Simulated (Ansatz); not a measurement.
# BGeH5OSi: up Jacob's ladder to CCSD(T)

How much do the methods differ for BGeH5OSi? The plan is to run it at one geometry with functionals of several rungs and with coupled cluster. The yardstick is the atomisation energy at the CCSD(T) limit.

Computed with Ansatz 0.2.0, Gaussian basis. Level: functionals in def2-TZVPP, the program's frozen cores in correlated methods.

Levels to be run: PBE-D4, r2SCAN-D4, PBE0-D4, B3LYP-D4, ωB97X-V, ωB97M-V, B2PLYP; CCSD(T)/def2-TZVPP; MP2/def2-QZVPP; extrapolation to the limit.

## Step 1: The geometry

The geometry comes from an earlier relaxation with PBE0-D4 in a triple-zeta def2 set; it is a stationary point, not always the lowest conformer.

9 atoms, charge 0, spin multiplicity 1.

Atoms are counted from 1 here; the program's logs count them from 0.

Bond lengths: Si1–B2 2.007 Å, Si1–H5 1.486 Å, Si1–H6 1.486 Å, Si1–H7 1.487 Å, B2–O3 1.289 Å, B2–Ge4 2.049 Å, O3–Ge4 2.008 Å, Ge4–H8 1.541 Å, Ge4–H9 1.541 Å. Angles: B2–Si1–H5 107.8°, B2–Si1–H6 107.9°, B2–Si1–H7 112.7°, H5–Si1–H6 108.9°, H5–Si1–H7 109.7°, H6–Si1–H7 109.7°, Si1–B2–O3 144.7°, Si1–B2–Ge4 145.5°, O3–B2–Ge4 69.8°, B2–O3–Ge4 73.2°, B2–Ge4–O3 37.0°, B2–Ge4–H8 119.2°, B2–Ge4–H9 119.1°, O3–Ge4–H8 101.0°, O3–Ge4–H9 101.0°, H8–Ge4–H9 108.0°.

Coordinates:

```
Si   -0.41421    1.45249   -1.07318
B     0.36340   -0.07643   -0.03208
O     1.44258   -0.73249    0.22634
Ge   -0.02788   -1.59182    1.28972
H    -1.48078    0.90717   -1.95280
H    -1.02581    2.39968   -0.10489
H     0.60049    2.16203   -1.89594
H     0.07689   -3.05316    0.81086
H     0.55381   -1.51377    2.71495
```

## Step 2: PBE-D4 (GGA)

The input, in.yaml:

```yaml
crystal:
  periodic: [false, false, false]
  atoms:
    - {symbol: Si, position_ang: [-0.414208, 1.452489, -1.073177]}
    - {symbol: B, position_ang: [0.363398, -0.076431, -0.032079]}
    - {symbol: O, position_ang: [1.442584, -0.732486, 0.226340]}
    - {symbol: Ge, position_ang: [-0.027884, -1.591820, 1.289719]}
    - {symbol: H, position_ang: [-1.480779, 0.907174, -1.952798]}
    - {symbol: H, position_ang: [-1.025807, 2.399680, -0.104885]}
    - {symbol: H, position_ang: [0.600494, 2.162027, -1.895937]}
    - {symbol: H, position_ang: [0.076892, -3.053163, 0.810865]}
    - {symbol: H, position_ang: [0.553811, -1.513769, 2.714953]}
basis:
  gaussian: {orbitals: def2-TZVPP}
hamiltonian: {xc: pbe, dispersion: d4}
output: {forces: true, orbitals: {seedname: orbitals}}
```

On the command line:

```console
$ ansatz run in.yaml --threads 4 --pin off --events-out ev --progress --plain --max-ram 10444MiB
```

The runs that follow: r2SCAN-D4 (meta-GGA); PBE0-D4 (hybrid); B3LYP-D4 (hybrid); ωB97X-V (range-separated); ωB97M-V (range-separated); B2PLYP (double hybrid); CCSD(T) in def2-TZVPP; MP2 in def2-QZVPP.

Before running them: what should the planned runs give, taken together? Wanted: atomisation energy, CCSD(T)/CBS; farthest; mean size of error, hybrid; mean size of error, range-separated; gap, smallest and largest; T1 diagnostic; triples share of the correlation energy.

**Answer**, as computed:

| quantity | value |
| --- | --- |
| atomisation energy, CCSD(T)/CBS | 29.690 eV |
| functionals within 0.297 eV (1.0 %) | r2SCAN-D4, PBE0-D4, B3LYP-D4, ωB97X-V, ωB97M-V |
| farthest | B2PLYP (-0.369 eV) |
| mean size of error, hybrid | 0.179 eV |
| mean size of error, range-separated | 0.107 eV |
| gap, smallest and largest | 3.49 eV (PBE-D4), 9.48 eV (ωB97X-V) |
| T1 diagnostic | 0.0164 |
| triples share of the correlation energy | 4.1 % |

In words: PBE-D4 is off by +0.299 eV. Double hybrids carry the basis error of their MP2 part in triple zeta, and no dispersion term here, so their miss is partly the set-up's. The reference freezes the cores and leaves out relativity and excitations past (T), and its outer-core shells are covered unevenly, so misses under about 0.297 eV can't be ranked. Hartree-Fock recovers 72 % of the binding; the rest is correlation. The gap grows from 3.5 to 9.5 eV across the functionals, mostly with the share of exact exchange. Correlated methods include outer-core shells of Ge, which these sets cover unevenly.
